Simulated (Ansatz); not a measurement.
# CH5FGeO: the cost of one run

Program: Ansatz 0.2.0, Gaussian basis. Level of theory: the settings change from run to run. These are calculated values, not measurements.

### Step 1. The relaxed structure

The geometry comes from an earlier relaxation with PBE0-D4 in a triple-zeta def2 set; it is a stationary point, not always the lowest conformer.

SMILES `O[CH](F)[GeH3]`, 9 atoms, charge 0, spin multiplicity 1.

Atoms are counted from 1 here; the program's logs count them from 0.

Bond lengths: O1–C2 1.375 Å, O1–H5 0.964 Å, C2–F3 1.393 Å, C2–Ge4 1.989 Å, C2–H6 1.098 Å, Ge4–H7 1.535 Å, Ge4–H8 1.532 Å, Ge4–H9 1.536 Å. Angles: C2–O1–H5 109.5°, O1–C2–F3 110.1°, O1–C2–Ge4 108.5°, O1–C2–H6 112.0°, F3–C2–Ge4 108.9°, F3–C2–H6 105.2°, Ge4–C2–H6 112.1°, C2–Ge4–H7 108.3°, C2–Ge4–H8 108.5°, C2–Ge4–H9 108.7°, H7–Ge4–H8 110.7°, H7–Ge4–H9 109.9°, H8–Ge4–H9 110.7°.

As a file:

```mol
CH5FGeO
  3D, bonds by distance, orders not assigned

  9  8  0  0  0  0  0  0  0  0999 V2000
    0.1582    1.2711   -1.0382 O   0  0
    0.6039    0.4734   -0.0106 C   0  0
    1.7998   -0.1441   -0.3697 F   0  0
   -0.7636   -0.9266    0.3416 Ge  0  0
    0.7415    2.0325   -1.1308 H   0  0
    0.8402    1.0554    0.8895 H   0  0
   -0.2128   -1.8805    1.4111 H   0  0
   -1.0367   -1.6791   -0.9649 H   0  0
   -2.0422   -0.2484    0.8549 H   0  0
  1  2  8  0
  2  3  8  0
  2  4  8  0
  1  5  8  0
  2  6  8  0
  4  7  8  0
  4  8  8  0
  4  9  8  0
M  END
```

### Step 2. r2SCAN0/aug-pcseg-2

Set apart from the defaults: atoms shaken by 0.15 Å, finite nuclei, D4 dispersion, relativity set to scalar, the search for lower states set to light.

The input, in.yaml:

```yaml
crystal:
  periodic: [false, false, false]
  atoms:
    - {symbol: O, position_ang: [0.084710, 1.331589, -1.020348]}
    - {symbol: C, position_ang: [0.980616, 0.256570, 0.085797]}
    - {symbol: F, position_ang: [1.721959, -0.202664, -0.512008]}
    - {symbol: Ge, position_ang: [-0.903961, -0.960436, 0.395044]}
    - {symbol: H, position_ang: [0.514979, 1.924112, -1.505557]}
    - {symbol: H, position_ang: [0.678656, 0.954866, 0.787933]}
    - {symbol: H, position_ang: [0.009071, -2.066801, 1.388310]}
    - {symbol: H, position_ang: [-1.167679, -1.501021, -1.266661]}
    - {symbol: H, position_ang: [-2.060376, -0.186038, 0.898591]}
basis:
  gaussian: {orbitals: aug-pcseg-2, nuclear_model: gaussian}
hamiltonian: {xc: {name: r2SCAN0}, dispersion: d4, pseudopotentials: {relativity: scalar}}
scf: {lower_state_search: light}
```

Run with:

```console
ansatz run in.yaml --threads 4 --pin off --events-out ev --progress --plain --max-ram 10444MiB
```

Q: Estimate wall time and peak memory on 4 threads of Intel Xeon 6975P-C, shared host.

About 3.6 s, with a peak of 0.78 GiB.
